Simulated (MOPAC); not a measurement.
# One shape, several levels: BSiNH5ClO (SMILES NB(O)[SiH2]Cl)

We compute a comparison of 4 runs (PM3, MNDOD, PM6, PM7) of BSiNH5ClO. 

The results are computed with MOPAC 23.2.5.

5 further runs of the same task are left out: 1 that didn't finish, 4 set aside as unsound or not needed.

## (1) The system as given

BSiNH5ClO: 10 atoms, total charge 0, spin state singlet. SMILES: `NB(O)[SiH2]Cl`. The shape is that of a GFN2-xTB optimisation. This is one conformer, not always the lowest.

Bond lengths: N1–B2 1.400 Å, B2–O3 1.359 Å, B2–Si4 1.965 Å, Si4–Cl5 2.054 Å, N1–H6 1.005 Å, N1–H7 1.008 Å, O3–H8 0.959 Å, Si4–H9 1.472 Å, Si4–H10 1.471 Å. Some angles: N1–B2–O3 120.9°, N1–B2–Si4 121.8°, O3–B2–Si4 117.3°, B2–Si4–Cl5 109.1°, B2–N1–H6 122.8°, B2–N1–H7 124.7°, B2–O3–H8 116.2°, B2–Si4–H9 117.3°, B2–Si4–H10 117.5°, Cl5–Si4–H9 103.5°.

## (2) A single-point energy at PM3 (COSMO acetone) (run 1)

mol.xyz reads:

```xyz
10

N     -0.873100    -1.185250    -0.391600
B      0.180710    -0.492320     0.216480
O      1.097870    -1.145060     0.977210
Si     0.397400     1.450100     0.014660
Cl    -1.089030     2.167850    -1.207850
H     -1.566510    -0.731070    -0.960580
H     -1.025170    -2.178900    -0.316510
H      0.975950    -2.092020     1.066750
H      0.271160     2.273830     1.227760
H      1.630710     1.932840    -0.626310
```

mopac_ase.py reads:

```python
from ase.calculators.mopac import MOPAC
from ase.io import read

molecule = read("mol.xyz")
pm = MOPAC(label="job", method="PM3", task="1SCF GRADIENTS BONDS EPS=20.5 AUX(PRECISION=6) THREADS=1")
molecule.calc = pm
epot = molecule.get_potential_energy()
print(f"heat of formation: {epot:.6f} eV")
print("forces (eV/A):")
for sym, f in zip(molecule.get_chemical_symbols(), molecule.get_forces()):
    print(f"{sym:2s} {f[0]:10.5f} {f[1]:10.5f} {f[2]:10.5f}")
print("dipole (e A):", molecule.get_dipole_moment().round(4))
homo, lumo = pm.get_homo_lumo_levels()
print(f"HOMO {homo:.3f} eV, LUMO {lumo:.3f} eV, gap {lumo - homo:.3f} eV")
```

Run with:

```
$ export ASE_MOPAC_COMMAND="mopac PREFIX.mop > /dev/null 2>&1"
$ python mopac_ase.py
```

Output:

```text
heat of formation: -5.961135 eV
forces (eV/A):
N    -1.25580   -0.59769   -0.77266
B     0.01230    2.26517   -0.39715
O     0.87201   -1.10969    0.81122
Si   -0.00701   -1.19405    0.22296
Cl   -0.59950    0.12422   -0.46111
H     0.39985   -0.29432    0.33306
H     0.10545    0.63364   -0.04212
H     0.12842    0.48497    0.00116
H    -0.06697   -0.09644    0.47592
H     0.41124   -0.21580   -0.17129
dipole (e A): [-0.0529 -0.6608  0.1001]
HOMO -9.479 eV, LUMO -0.169 eV, gap 9.310 eV
```

The calculator wrote job.mop:

```
PM3 1SCF GRADIENTS BONDS EPS=20.5 AUX(PRECISION=6) THREADS=1 DISP RELSCF=0.0001 
Title: ASE calculation

 N  -0.8731 1 -1.18525 1 -0.3916 1
 B  0.18071 1 -0.49232 1 0.21648 1
 O  1.09787 1 -1.14506 1 0.97721 1
 Si 0.3974 1 1.4501 1 0.01466 1
 Cl -1.08903 1 2.16785 1 -1.20785 1
 H  -1.56651 1 -0.73107 1 -0.96058 1
 H  -1.02517 1 -2.1789 1 -0.31651 1
 H  0.97595 1 -2.09202 1 1.06675 1
 H  0.27116 1 2.27383 1 1.22776 1
 H  1.63071 1 1.93284 1 -0.62631 1
```

It took 0.93 s on 1 thread of Arm Neoverse N1, shared host.

## (3) The energy at MNDOD (COSMO acetone) (run 2)

mol.xyz is that of step 2.

mopac_ase.py reads:

```python
from ase.calculators.mopac import MOPAC
from ase.io import read

atoms = read("mol.xyz")
calc = MOPAC(label="job", method="MNDOD", task="1SCF GRADIENTS BONDS EPS=20.5 THREADS=1 AUX(PRECISION=6)")
atoms.calc = calc
epot = atoms.get_potential_energy()
print("energy / eV: %.6f" % epot)
print("dipole (e A):", atoms.get_dipole_moment().round(4))
print("heat of formation (kcal/mol): %.4f" % (calc.get_final_heat_of_formation() / 0.0433641153))
```

Run with:

```
$ export ASE_MOPAC_COMMAND="mopac PREFIX.mop > /dev/null 2>&1"
$ python mopac_ase.py
```

Output:

```text
energy / eV: -6.023969
dipole (e A): [-0.3098 -0.936  -0.0406]
heat of formation (kcal/mol): -138.9160
```

The calculator wrote job.mop:

```
MNDOD 1SCF GRADIENTS BONDS EPS=20.5 THREADS=1 AUX(PRECISION=6) DISP RELSCF=0.0001 
Title: ASE calculation

 N  -0.8731 1 -1.18525 1 -0.3916 1
 B  0.18071 1 -0.49232 1 0.21648 1
 O  1.09787 1 -1.14506 1 0.97721 1
 Si 0.3974 1 1.4501 1 0.01466 1
 Cl -1.08903 1 2.16785 1 -1.20785 1
 H  -1.56651 1 -0.73107 1 -0.96058 1
 H  -1.02517 1 -2.1789 1 -0.31651 1
 H  0.97595 1 -2.09202 1 1.06675 1
 H  0.27116 1 2.27383 1 1.22776 1
 H  1.63071 1 1.93284 1 -0.62631 1
```

Wall time 0.95 s (1 thread of Arm Neoverse N1, shared host).

## (4) Energy and forces at PM6 (run 3)

calc.mop reads:

```
PM6 1SCF BONDS GRADIENTS DISP AUX(PRECISION=6) THREADS=1
BClH5NOSi, PM6

N     -0.873100 1    -1.185250 1    -0.391600 1
B      0.180710 1    -0.492320 1     0.216480 1
O      1.097870 1    -1.145060 1     0.977210 1
Si     0.397400 1     1.450100 1     0.014660 1
Cl    -1.089030 1     2.167850 1    -1.207850 1
H     -1.566510 1    -0.731070 1    -0.960580 1
H     -1.025170 1    -2.178900 1    -0.316510 1
H      0.975950 1    -2.092020 1     1.066750 1
H      0.271160 1     2.273830 1     1.227760 1
H      1.630710 1     1.932840 1    -0.626310 1
```

Run with:

```
$ mopac calc.mop
```

calc.out:

```text
MOPAC v23.2.5
PM6 CALCULATION RESULTS
[...]
           Empirical Formula: H5 N O B Si Cl  =    10 atoms
      MOLECULAR POINT GROUP   :   Cs
[...]
     SCF FIELD WAS ACHIEVED
[...]
                              SUM =        -93.10435 KCAL/MOL = FINAL HEAT OF FORMATION
          TOTAL ENERGY            =       -923.84669 EV
          ELECTRONIC ENERGY       =      -2761.72170 EV
          CORE-CORE REPULSION     =       1837.87501 EV
          COSMO AREA              =        134.92 SQUARE ANGSTROMS
          COSMO VOLUME            =        127.22 CUBIC ANGSTROMS
          GRADIENT NORM           =         74.41051          =       23.53067 PER ATOM
          IONIZATION POTENTIAL    =          9.611961 EV
          HOMO LUMO ENERGIES (EV) =         -9.612 -0.498
          NO. OF FILLED LEVELS    =         15
          MOLECULAR WEIGHT        =        109.3941         POINT GROUP:  Cs
[...]
 DIPOLE           X         Y         Z       TOTAL
 POINT-CHG.     0.101    -0.921     0.303     0.974
 HYBRID        -0.898    -1.995    -0.285     2.206
 SUM           -0.798    -2.916     0.018     3.023
[...]
 * JOB ENDED NORMALLY *
[...]
```

It took 0.04 s on 1 thread of Arm Neoverse N1, shared host.

## (5) Energy and gradient at PM7 (run 4)

job.mop reads:

```
PM7 1SCF DISP GRADIENTS BONDS AUX(PRECISION=9) THREADS=1
BClH5NOSi, PM7

N -0.873100 1 -1.185250 1 -0.391600 1
B 0.180710 1 -0.492320 1 0.216480 1
O 1.097870 1 -1.145060 1 0.977210 1
Si 0.397400 1 1.450100 1 0.014660 1
Cl -1.089030 1 2.167850 1 -1.207850 1
H -1.566510 1 -0.731070 1 -0.960580 1
H -1.025170 1 -2.178900 1 -0.316510 1
H 0.975950 1 -2.092020 1 1.066750 1
H 0.271160 1 2.273830 1 1.227760 1
H 1.630710 1 1.932840 1 -0.626310 1
```

Run with:

```
$ mopac job.mop
```

job.out:

```text
MOPAC v23.2.5
PM7 CALCULATION RESULTS
[...]
           Empirical Formula: H5 N O B Si Cl  =    10 atoms
      MOLECULAR POINT GROUP   :   Cs
[...]
     SCF FIELD WAS ACHIEVED
[...]
                              SUM =       -129.57432 KCAL/MOL = FINAL HEAT OF FORMATION
          TOTAL ENERGY            =       -977.24265 EV
          ELECTRONIC ENERGY       =      -2862.15454 EV
          CORE-CORE REPULSION     =       1884.91189 EV
          COSMO AREA              =        134.92 SQUARE ANGSTROMS
          COSMO VOLUME            =        127.22 CUBIC ANGSTROMS
          GRADIENT NORM           =         71.44918          =       22.59421 PER ATOM
          IONIZATION POTENTIAL    =         10.586611 EV
          HOMO LUMO ENERGIES (EV) =        -10.587 -0.140
          NO. OF FILLED LEVELS    =         15
          MOLECULAR WEIGHT        =        109.3941         POINT GROUP:  Cs
[...]
 DIPOLE           X         Y         Z       TOTAL
 POINT-CHG.     0.318    -2.446     0.758     2.581
 HYBRID        -0.837    -1.423    -0.345     1.686
 SUM           -0.519    -3.869     0.413     3.925
[...]
 * JOB ENDED NORMALLY *
[...]
```

Run time: 0.04 s. Hardware: 1 thread of Arm Neoverse N1, shared host.

## (6) Overview of the runs

```csv
run,level,task,dielectric constant,partner,heat of formation (kcal/mol),dipole moment (D),HOMO energy (eV),LUMO energy (eV),wall time
1,PM3 (COSMO acetone),energy,20.5,base,-137.47,3.22,-9.48,-0.17,0.93 s
2,MNDOD (COSMO acetone),energy,20.5,other method,-138.92,4.74,-10.99,0.83,0.95 s
3,PM6,gradient,–,base,-93.10,3.02,-9.61,-0.50,0.04 s
4,PM7,gradient,–,base,-129.57,3.93,-10.59,-0.14,0.04 s
```

## (7) Summary of results

| quantity | value |
| --- | --- |
| run 4: total energy | -35.91300 Eh |
| run 4: dipole moment | 3.93 D |
| run 4: HOMO energy | -10.59 eV |
| run 4: LUMO energy | -0.14 eV |
| run 4: HOMO–LUMO gap | 10.45 eV |
| run 4: dispersion energy | -2.60 kJ/mol |
| run 4: heat of formation at this unrelaxed shape | -129.6 kcal/mol |
| run 4: largest force on an atom | 1.786 eV/Å |

The dipole moment (its size) runs from 3.02 D (PM6) to 4.74 D (MNDOD). The two ends differ in method and solvent. The HOMO–LUMO gap runs from 9.11 eV (PM6) to 11.82 eV (MNDOD). Force-field and semi-empirical energies have zeros of their own, so their totals don't compare. All runs together took 2 s, the longest 0.95 s.
